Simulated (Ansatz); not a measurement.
A nudged elastic band was laid between two geometries of a periodic cell of 21 atoms, H$_{2}$C$_{18}$O (surface graphene monolayer, adsorbate H2O).

Method: DFT PBE, scalar-relativistic, plane waves, PAW (Ansatz). Settings: cutoff 420 eV, k mesh 2x2x1, gaussian smearing 0.05 eV, no spin polarisation.

```yaml
movable_images: 5
climbing_image: yes
spring: 5.0 eV/Å²
optimiser: quadratic models (default)
start_path: IDPP
force_threshold: 0.03 eV/Å
iteration_limit: 18
end_points: relaxed
```

Initial state:

```xyz
21
Lattice="7.3980 0.0000 0.0000 -3.6990 6.4069 0.0000 0.0000 0.0000 11.0000" Properties=species:S:1:pos:R:3
C 0.064 0.007 0.719
C 1.311 0.727 0.720
C -1.166 2.158 0.719
C 0.064 2.868 0.719
C -2.387 4.283 0.719
C -1.166 4.988 0.720
C 2.533 0.022 0.721
C 3.763 0.732 0.722
C 1.311 2.148 0.719
C 2.533 2.853 0.720
C 0.064 4.279 0.719
C 1.312 4.999 0.719
C 5.012 0.012 0.720
C 6.233 0.717 0.719
C 3.764 2.144 0.721
C 5.011 2.863 0.719
C 2.534 4.294 0.719
C 3.763 5.004 0.719
O 3.829 1.501 4.349
H 2.989 1.708 4.787
H 3.580 1.361 3.420
```

Final state:

```xyz
21
Lattice="7.3980 0.0000 0.0000 -3.6990 6.4069 0.0000 0.0000 0.0000 11.0000" Properties=species:S:1:pos:R:3
C 0.080 0.012 0.720
C 1.301 0.717 0.719
C -1.168 2.144 0.721
C 0.079 2.863 0.719
C -2.398 4.294 0.719
C -1.169 5.004 0.719
C 2.530 0.007 0.719
C 3.777 0.727 0.720
C 1.300 2.158 0.719
C 2.530 2.868 0.719
C 0.079 4.283 0.719
C 1.300 4.988 0.720
C 4.999 0.022 0.721
C 6.229 0.732 0.722
C 3.777 2.148 0.719
C 4.999 2.853 0.720
C 2.530 4.279 0.719
C 3.778 4.999 0.719
O 6.295 1.501 4.349
H 5.455 1.708 4.787
H 6.046 1.361 3.420
```

**Question.** What changes between the two ends?

**Answer.** The atom that moves furthest is O19, by 2.47 Å.

**Question.** Give the energies along the band, and the barrier.

**Answer.** The run converged. The highest image is number 3 of 0 to 6, 0.002 eV above the ends, which have the same energy within 2 meV. The top lies less than 8 meV above the higher end, about what the thresholds resolve: that end is a shoulder or a very shallow well. The order of the stationary point at the top wasn't checked. Limits of this set-up: slab without dipole correction, no dispersion correction for a molecule that may bind weakly.

```csv
image,path coordinate (Å),energy (eV)
0,0.00,0.000
1,0.66,0.000
2,1.33,0.002
3,1.99,0.002
4,2.67,0.002
5,3.36,0.001
6,4.04,0.000
```

**Question.** What is the geometry of the highest image?

**Answer.** 
```xyz
21
Lattice="7.3980 0.0000 0.0000 -3.6990 6.4069 0.0000 0.0000 0.0000 11.0000" Properties=species:S:1:pos:R:3
C 0.076 0.002 0.707
C 1.311 0.716 0.707
C -1.168 2.148 0.706
C 0.076 2.866 0.706
C -2.387 4.288 0.706
C -1.169 4.992 0.708
C 2.530 0.011 0.709
C 3.775 0.730 0.711
C 1.311 2.153 0.707
C 2.530 2.857 0.708
C 0.076 4.273 0.708
C 1.312 4.986 0.709
C 5.011 0.017 0.711
C 6.230 0.721 0.708
C 3.775 2.138 0.709
C 5.011 2.852 0.706
C 2.530 4.283 0.708
C 3.775 5.002 0.707
O 5.047 1.680 4.344
H 4.250 1.704 4.896
H 4.749 1.250 3.528
```

The band took 4 iterations and about 3 core-minutes.

The run took 3 min on 1 thread of Arm Neoverse V1, with other jobs on the host, peak memory 0.89 GiB.
